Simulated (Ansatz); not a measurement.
# C4H11In: up Jacob's ladder to CCSD(T)

One table from this session's results is given with a row withheld; the runs are named, their logs left out.

Method: functionals in def2-TZVPP, the program's frozen cores in correlated methods; program: Ansatz 0.2.0, Gaussian basis.

The runs, in order: LDA (SPW92), PBE-D4, revPBE-D4, BLYP-D4, r2SCAN-D4, B97M-V, PBE0-D4, B3LYP-D4, r2SCANh-D4, r2SCAN0-D4, HSE06-D4, BHLYP-D4, CAM-B3LYP-D4, LC-ωPBE, ωB97X-V, ωB97M-V, B2PLYP, PBE-QIDH; CCSD(T)/def2-SVP; MP2/def2-TZVPP; MP2/def2-QZVPP; RPA on PBE.

### The geometry

All runs share one geometry, relaxed beforehand with PBE0-D4 in a triple-zeta def2 set. In takes the def2 core potential; no spin-orbit term is included.

16 atoms, charge 0, spin multiplicity 1.

Atoms are counted from 1 here; the program's logs count them from 0.

Bond lengths: C1–C2 1.521 Å, C1–H6 1.094 Å, C1–H7 1.100 Å, C1–H8 1.094 Å, C2–C3 1.525 Å, C2–C4 1.523 Å, C2–In5 2.194 Å, C3–H9 1.094 Å, C3–H10 1.095 Å, C3–H11 1.101 Å, C4–H12 1.094 Å, C4–H13 1.101 Å, C4–H14 1.095 Å, In5–H15 1.734 Å, In5–H16 1.736 Å. Angles: C2–C1–H6 112.2°, C2–C1–H7 110.2°, C2–C1–H8 112.2°, H6–C1–H7 107.3°, H6–C1–H8 107.5°, H7–C1–H8 107.1°, C1–C2–C3 109.7°, C1–C2–C4 109.9°, C1–C2–In5 111.0°, C3–C2–C4 109.3°, C3–C2–In5 107.7°, C4–C2–In5 109.2°, C2–C3–H9 112.3°, C2–C3–H10 112.5°, C2–C3–H11 110.0°, H9–C3–H10 108.0°, H9–C3–H11 107.0°, H10–C3–H11 106.7° and more.

Coordinates:

```xyz
16
charge 0, multiplicity 1
C     0.1459    0.9110   -1.2600
C     0.0297   -0.0116   -0.0558
C     1.3795   -0.1143    0.6456
C    -0.4121   -1.3982   -0.5052
In   -1.4172    0.7716    1.3961
H     0.4660    1.9184   -0.9797
H     0.8886    0.5178   -1.9705
H    -0.7997    1.0056   -1.8016
H     1.3459   -0.7748    1.5175
H     1.7552    0.8602    0.9742
H     2.1317   -0.5285   -0.0428
H    -0.5079   -2.0941    0.3332
H     0.3278   -1.8247   -1.1994
H    -1.3696   -1.3788   -1.0353
H    -2.0649    2.3744    1.2572
H    -1.8989   -0.2341    2.7263
```

Set-up of the first run:

Input file in.yaml:

```yaml
crystal:
  periodic: [false, false, false]
  atoms:
    - {symbol: C, position_ang: [0.145945, 0.911005, -1.259997]}
    - {symbol: C, position_ang: [0.029713, -0.011586, -0.055830]}
    - {symbol: C, position_ang: [1.379503, -0.114269, 0.645626]}
    - {symbol: C, position_ang: [-0.412094, -1.398226, -0.505233]}
    - {symbol: In, position_ang: [-1.417172, 0.771574, 1.396058]}
    - {symbol: H, position_ang: [0.466033, 1.918427, -0.979655]}
    - {symbol: H, position_ang: [0.888560, 0.517848, -1.970489]}
    - {symbol: H, position_ang: [-0.799728, 1.005645, -1.801554]}
    - {symbol: H, position_ang: [1.345852, -0.774835, 1.517462]}
    - {symbol: H, position_ang: [1.755218, 0.860221, 0.974224]}
    - {symbol: H, position_ang: [2.131743, -0.528504, -0.042795]}
    - {symbol: H, position_ang: [-0.507948, -2.094073, 0.333242]}
    - {symbol: H, position_ang: [0.327821, -1.824662, -1.199388]}
    - {symbol: H, position_ang: [-1.369636, -1.378828, -1.035250]}
    - {symbol: H, position_ang: [-2.064897, 2.374383, 1.257242]}
    - {symbol: H, position_ang: [-1.898921, -0.234120, 2.726327]}
basis:
  gaussian: {orbitals: def2-TZVPP}
hamiltonian: {xc: lda}
output: {orbitals: {seedname: orbitals}}
```

Launch:

```console
> ansatz run in.yaml --threads 4 --pin off --events-out ev --progress --plain --max-ram 11315MiB
```

Steps of the session up to this table: LDA; PBE-D4 (GGA); revPBE-D4 (GGA); BLYP-D4 (GGA); r2SCAN-D4 (meta-GGA); B97M-V (meta-GGA); PBE0-D4 (hybrid); B3LYP-D4 (hybrid); r2SCANh-D4 (hybrid); r2SCAN0-D4 (hybrid); HSE06-D4 (hybrid); BHLYP-D4 (hybrid); CAM-B3LYP-D4 (range-separated); LC-ωPBE (range-separated); ωB97X-V (range-separated); ωB97M-V (range-separated); B2PLYP (double hybrid); PBE-QIDH (double hybrid).

One table of the session follows, with a row left open; its other results are not shown here.

It belongs to the step «Orbital energies across the functionals». 

| functional | HOMO (eV) | LUMO (eV) | gap (eV) |
| --- | --- | --- | --- |
| LDA (SPW92) | ? | ? | ? |
| PBE-D4 | -5.54 | -2.32 | 3.22 |
| revPBE-D4 | -5.48 | -2.19 | 3.30 |
| BLYP-D4 | -5.44 | -2.29 | 3.14 |
| r2SCAN-D4 | -5.70 | -2.04 | 3.67 |
| B97M-V | -5.80 | -2.36 | 3.44 |
| PBE0-D4 | -6.58 | -1.58 | 5.00 |
| B3LYP-D4 | -6.42 | -1.87 | 4.55 |
| r2SCANh-D4 | -6.10 | -1.78 | 4.31 |
| r2SCAN0-D4 | -6.69 | -1.41 | 5.28 |
| HSE06-D4 | -6.19 | -1.94 | 4.25 |
| BHLYP-D4 | -7.56 | -0.95 | 6.61 |
| CAM-B3LYP-D4 | -7.84 | -0.80 | 7.04 |
| LC-ωPBE | -9.08 | 0.33 | 9.42 |
| ωB97X-V | -8.78 | 0.16 | 8.94 |
| ωB97M-V | -8.67 | -0.16 | 8.52 |

**Question.** Estimate the row for LDA (SPW92).

The run gave: HOMO (eV): -5.67; LUMO (eV): -2.60; gap (eV): 3.07. In the column «HOMO (eV)» it lies between r2SCAN-D4 (-5.70) and PBE-D4 (-5.54).
